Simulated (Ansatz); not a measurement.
Run this with Ansatz 0.2.0, Python API and show what comes out.

Script `ticuo3_plus_u.py`:
```python
# -*- coding: utf-8 -*-
"""How the states of TiCuO3 follow the Hubbard U."""

import ansatz as az
import numpy as np
from tabulate import tabulate


def count_gap(report):
    # lowest empty less highest filled band, counting bands; zero where they overlap
    return max(report.get("gap_by_band_count_ev") or 0.0, 0.0)


def main():
    system = (
        az.Lattice.from_parameters(4.013939, 4.013939, 3.777672, alpha=90, beta=90, gamma=90)
        .space_group(123, hermann_mauguin="P4/mmm")
        .atom("Ti", (0.5, 0.5, 0.5))
        .atom("Cu", (0.0, 0.0, 0.5))
        .atom("O", (0.5, 0.0, 0.5))
        .atom("O", (0.5, 0.5, 0.0))
    )

    base = (
        system.calculation()
        .functional("PBEsol")
        .basis(34 * az.Ry)
        .kpoints(5, 5, 6)
        .occupations(az.OccupationsMethod.FERMI_DIRAC, width=0.15)
        .band_table()
    )
    rows = []
    for u in [0.0, 2.0, 4.0, 6.0]:
        summary = base.hubbard("Ti", "d", u_eff=u).run(threads=1).report
        shell = summary["hubbard"]["n_scf"]
        rows.append((u, count_gap(summary), sum(shell) / len(shell), summary["n_iterations"]))
    print(tabulate(rows, headers=["U_eff eV", "gap by band count eV", "Ti d occupation (projector)", "iterations"], floatfmt=".4f", tablefmt="plain"))
    print("eigenvalues of the first occupation matrix at the last U, by spin:")
    for channel in summary["hubbard"]["n_eig"][0]:
        print("  ", " ".join(f"{n:.3f}" for n in channel))


if __name__ == "__main__":
    main()
```

`python ticuo3_plus_u.py` gives:
```text
  U_eff eV    gap by band count eV    Ti d occupation (projector)    iterations
    0.0000                  0.0000                         2.3604            11
    2.0000                  0.0000                         2.2787            11
    4.0000                  0.0000                         2.1928            12
    6.0000                  0.0000                         2.1026            13
eigenvalues of the first occupation matrix at the last U, by spin:
   0.108 0.190 0.190 0.249 0.313
```

The cell holds an odd number of electrons and is run without spin, so a magnetic state may lie lower. For a metal this k-point mesh is coarse: on a finer one energies can move by several to tens of meV an atom and pressures by half a GPa or more, differences at one mesh by less. A gap by band count of zero or less means overlapping bands, a metal, and at an odd count of electrons it is no gap at all. A Hubbard U without spin forces both spins into the same orbitals, which can open a gap or pick a state that a spin-polarised run wouldn't. This cell is a computed structure, which may not be the phase found in nature. Levels are Kohn-Sham eigenvalues on this mesh. Shell occupations and the effect of U depend on the projectors; a run with no .spin step is spin-unpolarised, and each U may end in a state that isn't the lowest. It ran for 15 s on 1 thread of Arm Neoverse V2, on a shared host, peak memory 0.45 GiB.

(A comment or docstring line of the script was reworded after the run, the code is as it ran.)
